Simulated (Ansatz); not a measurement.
## ZrReF in Ansatz: convergence with k mesh

Input of the first run (k mesh 3 × 3 × 2); the others differ in this setting and in those tied to it:

The input input.yaml:

```yaml
crystal:
  lattice:
    - [2.8274673, 0.0, 0.0]
    - [0.0, 2.8274673, 0.0]
    - [0.0, 0.0, 6.88035223]
  atoms:
    - { symbol: Zr, position: [0.5, 0.5, 0.80600675] }
    - { symbol: Re, position: [0.0, 0.0, 0.62983997] }
    - { symbol: F, position: [0.5, 0.5, 0.51822835] }
hamiltonian:
  xc: lda
  pseudopotentials: { kind: paw_fr }
magnetization:
  noncollinear: true
  spin_orbit: true
kpoints:
  mp_grid: { grid: [3, 3, 2] }
scf:
  occupations: { method: methfessel_paxton, width: 0.05 }
output:
  forces: true
  stress: true
  eigenvalues: true
```

Potentials or basis: Ansatz PAW.

Command:

```sh
$ ansatz run input.yaml --threads 2 --pin off --max-ram 5632MiB --backend cpu --events-out ev --progress --plain --runs-dir out
```

The cell was built by a generator and needn't be a form met in nature.

Hardware: 2 threads of AMD EPYC 7571, with other jobs on the host.

**Question.** The values tried are 3 × 3 × 2, 4 × 4 × 2, 5 × 5 × 2, 5 × 5 × 3, 7 × 7 × 3, 8 × 8 × 4, 11 × 11 × 5, 13 × 13 × 6, 15 × 15 × 7, loosest first. From which on does the pressure stay within 0.1 GPa of the tightest run that finished?

**Answer.** From 13 × 13 × 6 on.

| k mesh | energy less the tightest run, at zero smearing (meV/atom) | pressure (GPa) | largest force (eV/Å) | SCF cycles | CPU time (s) | peak memory (GiB) |
| --- | --- | --- | --- | --- | --- | --- |
| 3 × 3 × 2 | 134.88 | 79.79 | 13.651 | 14 | 17 | 0.51 |
| 4 × 4 × 2 | 28.98 | 82.29 | 11.573 | 18 | 31 | 0.55 |
| 5 × 5 × 2 | 9.00 | 78.78 | 11.770 | 15 | 31 | 0.55 |
| 5 × 5 × 3 | 10.02 | 78.85 | 11.748 | 16 | 32 | 0.55 |
| 7 × 7 × 3 | -2.84 | 79.15 | 12.313 | 13 | 37 | 0.57 |
| 8 × 8 × 4 | 5.32 | 79.18 | 12.312 | 15 | 110 | 0.65 |
| 11 × 11 × 5 | -0.71 | 78.89 | 12.179 | 13 | 130 | 0.69 |
| 13 × 13 × 6 | 0.51 | 79.08 | 12.006 | 13 | 210 | 0.82 |
| 15 × 15 × 7 | 0.00 | 79.06 | 12.042 | 13 | 260 | 0.91 |

Against the tightest run, the energy stays within 1 meV/atom from 11 × 11 × 5 on. Not settled before the last step: the largest force (to 0.005 eV/Å). Meshes of other sizes hit other points, so gaps and Fermi surfaces needn't settle smoothly. The tightest run that finished is the yardstick and may itself not be fully converged.

Caveat, for the tightest run too: a pressure of tens of GPa on the cell as given is suspect, and the run, the potentials or the cell itself is likely at fault; the pressure holds a Pulay correction of +0.4 GPa for the finite cutoff; the PAW data sets come from PBE, with cores solved anew for the run's functional, which leaves a small shift of forces and pressure; forces of over 1 eV/Å show positions far from the minimum, so gaps and moduli don't describe the material at rest.
